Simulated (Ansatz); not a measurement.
# Alloy of Si and Sn (8 of 64 Si sites exchanged), 64 atoms

Aim: relax the alloy cell and compare the gap by PBEsol and HSE06.

Program: Ansatz 0.2.0, PAW, plane waves. These are calculated values, not measurements.

## 1. The system as built

64 atoms (56 Si, 8 Sn); a = 11.131 Å, b = 11.131 Å, c = 11.131 Å, α = 90.00°, β = 90.00°, γ = 90.00°. All atoms were shaken off their sites by about 0.02 Å along each axis.

The runs, in order: (2) PBEsol cell relaxation at the single k point (½, ½, ½), on 7 threads of Arm Neoverse-V2; (3) HSE06 single point at the Γ point alone, on 7 threads of Arm Neoverse-V2.

## 2. PBEsol relaxation of the cell and the positions

File in.yaml:

```yaml
crystal:
  lattice:
    - [11.131190, 0.000000, 0.000000]
    - [0.000000, 11.131190, 0.000000]
    - [0.000000, 0.000000, 11.131190]
  atoms:
    - { symbol: Si, position: [0.000954, 0.000723, 0.999638] }
    - { symbol: Si, position: [0.000372, 0.001007, 0.500207] }
    - { symbol: Si, position: [0.000083, 0.499478, 0.998388] }
    - { symbol: Si, position: [0.001424, 0.502993, 0.499731] }
    - { symbol: Si, position: [0.498371, 0.000313, 0.003726] }
    - { symbol: Si, position: [0.500612, 0.000914, 0.502127] }
    - { symbol: Si, position: [0.498261, 0.498976, 0.001875] }
    - { symbol: Si, position: [0.498412, 0.497106, 0.499875] }
    - { symbol: Si, position: [0.123467, 0.121935, 0.625787] }
    - { symbol: Si, position: [0.124699, 0.623734, 0.123288] }
    - { symbol: Si, position: [0.124139, 0.623039, 0.625717] }
    - { symbol: Si, position: [0.623665, 0.122436, 0.125461] }
    - { symbol: Si, position: [0.625417, 0.125252, 0.623467] }
    - { symbol: Si, position: [0.621377, 0.629316, 0.129002] }
    - { symbol: Si, position: [0.248873, 0.247920, 0.000391] }
    - { symbol: Si, position: [0.246934, 0.251045, 0.498288] }
    - { symbol: Si, position: [0.249225, 0.747985, 0.999848] }
    - { symbol: Si, position: [0.251480, 0.747721, 0.501288] }
    - { symbol: Si, position: [0.751801, 0.249827, 0.001138] }
    - { symbol: Si, position: [0.750943, 0.250823, 0.501400] }
    - { symbol: Si, position: [0.751604, 0.751915, 0.999110] }
    - { symbol: Si, position: [0.747472, 0.750762, 0.503172] }
    - { symbol: Si, position: [0.377309, 0.372038, 0.124612] }
    - { symbol: Si, position: [0.376332, 0.875452, 0.122430] }
    - { symbol: Si, position: [0.375862, 0.873573, 0.624327] }
    - { symbol: Si, position: [0.875394, 0.375698, 0.124628] }
    - { symbol: Si, position: [0.876556, 0.375758, 0.623672] }
    - { symbol: Si, position: [0.873480, 0.876234, 0.124352] }
    - { symbol: Si, position: [0.872814, 0.874979, 0.627034] }
    - { symbol: Si, position: [0.248582, 0.999511, 0.252616] }
    - { symbol: Si, position: [0.252977, 0.997793, 0.751566] }
    - { symbol: Si, position: [0.250515, 0.499893, 0.749863] }
    - { symbol: Si, position: [0.747480, 0.998479, 0.250385] }
    - { symbol: Si, position: [0.746404, 0.500844, 0.247420] }
    - { symbol: Si, position: [0.750799, 0.499826, 0.750795] }
    - { symbol: Si, position: [0.377680, 0.127697, 0.374910] }
    - { symbol: Si, position: [0.374289, 0.125470, 0.874910] }
    - { symbol: Si, position: [0.374178, 0.623927, 0.374281] }
    - { symbol: Si, position: [0.872015, 0.124214, 0.374906] }
    - { symbol: Si, position: [0.876390, 0.125624, 0.875351] }
    - { symbol: Si, position: [0.876463, 0.623867, 0.373970] }
    - { symbol: Si, position: [0.875023, 0.623450, 0.875132] }
    - { symbol: Si, position: [0.001852, 0.250181, 0.250151] }
    - { symbol: Si, position: [0.999900, 0.249412, 0.750715] }
    - { symbol: Si, position: [0.001965, 0.748391, 0.748050] }
    - { symbol: Si, position: [0.501372, 0.249883, 0.247572] }
    - { symbol: Si, position: [0.501749, 0.250768, 0.752330] }
    - { symbol: Si, position: [0.500038, 0.751923, 0.248771] }
    - { symbol: Si, position: [0.497210, 0.750170, 0.750883] }
    - { symbol: Si, position: [0.122864, 0.376464, 0.374085] }
    - { symbol: Si, position: [0.124970, 0.377162, 0.874725] }
    - { symbol: Si, position: [0.126339, 0.873858, 0.376912] }
    - { symbol: Si, position: [0.628567, 0.375482, 0.371231] }
    - { symbol: Si, position: [0.627272, 0.373697, 0.878342] }
    - { symbol: Si, position: [0.624447, 0.875659, 0.373739] }
    - { symbol: Si, position: [0.623652, 0.876097, 0.872563] }
    - { symbol: Sn, position: [0.125188, 0.125470, 0.123835] }
    - { symbol: Sn, position: [0.626268, 0.624256, 0.624478] }
    - { symbol: Sn, position: [0.373020, 0.379330, 0.623105] }
    - { symbol: Sn, position: [0.251264, 0.501804, 0.250503] }
    - { symbol: Sn, position: [0.748795, 0.999443, 0.747308] }
    - { symbol: Sn, position: [0.373709, 0.622706, 0.877528] }
    - { symbol: Sn, position: [0.001424, 0.748671, 0.250273] }
    - { symbol: Sn, position: [0.125658, 0.873070, 0.876453] }
kpoints:
  mp_grid: { grid: [1, 1, 1], shift: [0.5, 0.5, 0.5] }
hamiltonian:
  xc: pbesol
scf:
  occupations: { method: fermi_dirac, width: 0.01 }
relax:
  f_tol: 0.03
  max_steps: 80
  escape_saddle: false
  adjacent_minimum: "off"
  cell: { fix: [shape] }
output:
  forces: true
  eigenvalues: true
  populations: true
```

Further steps of the session: HSE06 single point.

What does the calculation give? Wanted: for each run, top filled to lowest empty.

**Answer**, as computed:

| level | time | k points | top filled to lowest empty (eV) |
| --- | --- | --- | --- |
| PBEsol, relaxation | 34 s (7 CPU threads) | (½, ½, ½) | 1.34 |
| HSE06 | 3.4 min (7 CPU threads) | Γ | 1.07 |

| quantity | value |
| --- | --- |
| relaxation | 5 recorded steps, 5.01 eV gained |
| largest shift | 0.22 Å (Si29) |
| relaxed cell | a = 11.147 Å, b = 11.147 Å, c = 11.147 Å, α = 90.00°, β = 90.00°, γ = 90.00° |
| mean bonds | Si–Si 2.369, Si–Sn 2.557 Å |

**In words.** The relaxation lowers the energy by 5.01 eV; the largest shift is 0.22 Å (Si29), while the volume changes by +0.4 %. The mean lengths of the listed bonds run from Si–Si 2.37 Å to Si–Sn 2.56 Å. Rows on different k points differ by sampling as well as by level. Spin–orbit coupling is left out, which matters for the band edges of the heavier elements here. With one k point the spacing samples only the states that fold onto it, so it can exceed the gap over the zone.
